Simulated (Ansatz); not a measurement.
# LaEuAl4: the cost of one run

Program: Ansatz 0.2.0. Level of theory: DFT r²SCAN, scalar-relativistic, plane waves, PAW. These are calculated values, not measurements.

1 further run of the same task is left out (set aside as unsound or not needed). Runs told in other sessions of the task aren't counted.

## (1) The structure to begin with

The cell holds 23 atoms (Al16Eu3La4): a = 8.077 Å, b = 8.077 Å, c = 8.077 Å, α = 90.00°, β = 90.00°, γ = 90.00°.

Coordinates:

```cif
data_structure
_symmetry_space_group_name_H-M 'P 1'
_symmetry_Int_Tables_number 1
_cell_length_a 8.0772
_cell_length_b 8.0772
_cell_length_c 8.0772
_cell_angle_alpha 90.000
_cell_angle_beta 90.000
_cell_angle_gamma 90.000
_cell_volume 526.97
loop_
_atom_site_label
_atom_site_type_symbol
_atom_site_fract_x
_atom_site_fract_y
_atom_site_fract_z
_atom_site_occupancy
Al1 Al 0.62912 0.61237 0.86426 1
Al2 Al 0.12996 0.12501 0.86980 1
Al3 Al 0.12502 0.62502 0.37498 1
Al4 Al 0.62376 0.11791 0.37852 1
Al5 Al 0.61415 0.88314 0.63093 1
Al6 Al 0.12502 0.37498 0.62502 1
Al7 Al 0.12910 0.86390 0.13462 1
Al8 Al 0.62732 0.37389 0.11807 1
Al9 Al 0.87498 0.62502 0.62502 1
Al10 Al 0.37474 0.12913 0.63328 1
Al11 Al 0.37546 0.63203 0.13359 1
Al12 Al 0.87499 0.14151 0.12895 1
Al13 Al 0.87701 0.87671 0.86957 1
Al14 Al 0.37509 0.36887 0.88498 1
Al15 Al 0.37564 0.87219 0.37221 1
Al16 Al 0.87498 0.37498 0.37498 1
Eu1 Eu 0.00000 0.50000 0.00000 1
Eu2 Eu 0.00000 0.00000 0.50000 1
Eu3 Eu 0.50000 0.50000 0.50000 1
La1 La 0.25000 0.25000 0.25000 1
La2 La 0.75000 0.75000 0.25000 1
La3 La 0.75000 0.25000 0.75000 1
La4 La 0.25000 0.75000 0.75000 1
```

The host was relaxed before at r²SCAN: a = 8.077 Å, b = 8.077 Å, c = 8.077 Å, α = 90.00°, β = 90.00°, γ = 90.00° (conventional cell), 21.957 Å³/atom.

Places, in fractions of the supercell: a vacancy on Eu at (0.500, 0.000, 0.000). Its neighbours start displaced at random, with a spread of 0.05 Å in each coordinate.

## (2) The perfect crystal in the supercell of 24 atoms

File input.yaml:

```yaml
crystal:
  lattice:
    - [8.0772157074, 0.0, 0.0]
    - [0.0, -8.0772157074, 0.0]
    - [0.0, 0.0, -8.0772157074]
  atoms:
    - { symbol: Al, position: [0.6250157213, 0.6250157213, 0.8749842787] }
    - { symbol: Al, position: [0.1250157213, 0.1250157213, 0.8749842787] }
    - { symbol: Al, position: [0.1250157213, 0.6250157213, 0.3749842787] }
    - { symbol: Al, position: [0.6250157213, 0.1250157213, 0.3749842787] }
    - { symbol: Al, position: [0.6250157213, 0.8749842787, 0.6250157213] }
    - { symbol: Al, position: [0.1250157213, 0.3749842787, 0.6250157213] }
    - { symbol: Al, position: [0.1250157213, 0.8749842787, 0.1250157213] }
    - { symbol: Al, position: [0.6250157213, 0.3749842787, 0.1250157213] }
    - { symbol: Al, position: [0.8749842787, 0.6250157213, 0.6250157213] }
    - { symbol: Al, position: [0.3749842787, 0.1250157213, 0.6250157213] }
    - { symbol: Al, position: [0.3749842787, 0.6250157213, 0.1250157213] }
    - { symbol: Al, position: [0.8749842787, 0.1250157213, 0.1250157213] }
    - { symbol: Al, position: [0.8749842787, 0.8749842787, 0.8749842787] }
    - { symbol: Al, position: [0.3749842787, 0.3749842787, 0.8749842787] }
    - { symbol: Al, position: [0.3749842787, 0.8749842787, 0.3749842787] }
    - { symbol: Al, position: [0.8749842787, 0.3749842787, 0.3749842787] }
    - { symbol: Eu, position: [0.5, 0.0, 0.0], spin: 7.55 }
    - { symbol: Eu, position: [0.0, 0.5, 0.0], spin: 7.55 }
    - { symbol: Eu, position: [0.0, 0.0, 0.5], spin: 7.55 }
    - { symbol: Eu, position: [0.5, 0.5, 0.5], spin: 7.55 }
    - { symbol: La, position: [0.25, 0.25, 0.25] }
    - { symbol: La, position: [0.75, 0.75, 0.25] }
    - { symbol: La, position: [0.75, 0.25, 0.75] }
    - { symbol: La, position: [0.25, 0.75, 0.75] }
basis:
  ecutwfc: 500
  xc_grid: 3
kpoints:
  mp_grid: { grid: [3, 3, 3], shift: [0.0, 0.0, 0.0] }
hamiltonian:
  xc: r2scan
scf:
  occupations: { method: gaussian, width: 0.05 }
  lower_state_search: "off"
output:
  forces: true
  stress: true
  eigenvalues: true
  populations: true
  hubbard: { sites: [{ species: Eu, l: f }] }
  write_density: true
  write_potential: true
  elf: true
  volumetric_format: npy
magnetization:
  spin_polarized: true
```

Run with:

```
> ansatz run input.yaml --threads 8 --pin off --max-ram 14336MiB --backend cpu --events-out ev --progress --plain --runs-dir out
```

Q: Estimate wall time and peak memory on 8 threads of Arm Neoverse V1, shared host.

About 55 s, with a peak of 3.5 GiB.
